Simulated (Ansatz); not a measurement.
# C3H12OSi2: the cost of one run

Method: RKS PBE-D4/6-31G*, in Ansatz 0.2.0.

### 1 The system as given

Bond lengths (14 of 17 bonds, heavy atoms first): C1–Si2 1.852 Å, Si2–C3 1.928 Å, C3–O4 1.475 Å, C3–C5 1.564 Å, C5–Si6 1.891 Å, C1–H7 1.096 Å, C1–H8 1.039 Å, C1–H9 1.115 Å, Si2–H10 1.491 Å, Si2–H11 1.497 Å, C3–H12 1.043 Å, O4–H13 1.064 Å, C5–H14 1.051 Å, C5–H15 1.114 Å. Angles (14 of 31 angles, heavy atoms first): C1–Si2–C3 109.3°, Si2–C3–O4 114.9°, Si2–C3–C5 114.8°, O4–C3–C5 100.9°, C3–C5–Si6 116.5°, C1–Si2–H10 111.6°, C1–Si2–H11 108.2°, C3–Si2–H10 109.2°, C3–Si2–H11 111.5°, Si2–C1–H7 109.3°, Si2–C1–H8 111.9°, Si2–C1–H9 108.0°, Si2–C3–H12 108.0°, O4–C3–H12 109.2°.

Coordinates:

```xyz
18

C    -1.8251   -1.9222    1.0808
Si   -0.6412   -0.4982    1.1075
C     0.2163   -0.3498   -0.6134
O     0.8549   -1.5887   -1.0972
C     1.4242    0.6421   -0.6600
Si    1.0038    2.4858   -0.6760
H    -2.3750   -1.9548    2.0278
H    -1.3469   -2.8200    0.8683
H    -2.6155   -1.6978    0.3273
H    -1.3324    0.7843    1.4232
H     0.3560   -0.7394    2.1974
H    -0.4997   -0.0395   -1.3050
H    -0.0144   -2.1760   -1.2728
H     1.9841    0.4637   -1.5317
H     2.1100    0.4362    0.1929
H     2.2395    3.3137   -0.8519
H     0.3791    2.9045    0.6021
H     0.0447    2.7675   -1.7674
```

### 2 Relaxing end A

File input.yaml:

```yaml
crystal:
  periodic: [false, false, false]
  atoms:
    - { symbol: C, position_ang: [-1.8251, -1.9222, 1.0808] }
    - { symbol: Si, position_ang: [-0.6412, -0.4982, 1.1075] }
    - { symbol: C, position_ang: [0.2163, -0.3498, -0.6134] }
    - { symbol: O, position_ang: [0.8549, -1.5887, -1.0972] }
    - { symbol: C, position_ang: [1.4242, 0.6421, -0.66] }
    - { symbol: Si, position_ang: [1.0038, 2.4858, -0.676] }
    - { symbol: H, position_ang: [-2.375, -1.9548, 2.0278] }
    - { symbol: H, position_ang: [-1.3469, -2.82, 0.8683] }
    - { symbol: H, position_ang: [-2.6155, -1.6978, 0.3273] }
    - { symbol: H, position_ang: [-1.3324, 0.7843, 1.4232] }
    - { symbol: H, position_ang: [0.356, -0.7394, 2.1974] }
    - { symbol: H, position_ang: [-0.4997, -0.0395, -1.305] }
    - { symbol: H, position_ang: [-0.0144, -2.176, -1.2728] }
    - { symbol: H, position_ang: [1.9841, 0.4637, -1.5317] }
    - { symbol: H, position_ang: [2.11, 0.4362, 0.1929] }
    - { symbol: H, position_ang: [2.2395, 3.3137, -0.8519] }
    - { symbol: H, position_ang: [0.3791, 2.9045, 0.6021] }
    - { symbol: H, position_ang: [0.0447, 2.7675, -1.7674] }
basis:
  gaussian: { orbitals: "6-31G*" }
hamiltonian:
  xc: pbe
  dispersion: d4
relax:
  f_tol: 0.02
  max_steps: 50
```

Launch:

```sh
$ ansatz run input.yaml --threads 2 --pin off --max-ram 3072MiB --backend cpu --events-out ev --progress --plain --runs-dir out
```

**Question.** How long does this run take on 2 threads of Arm Neoverse V2, shared host, and how much memory does it need?

About 36 s, with a peak of 0.18 GiB.
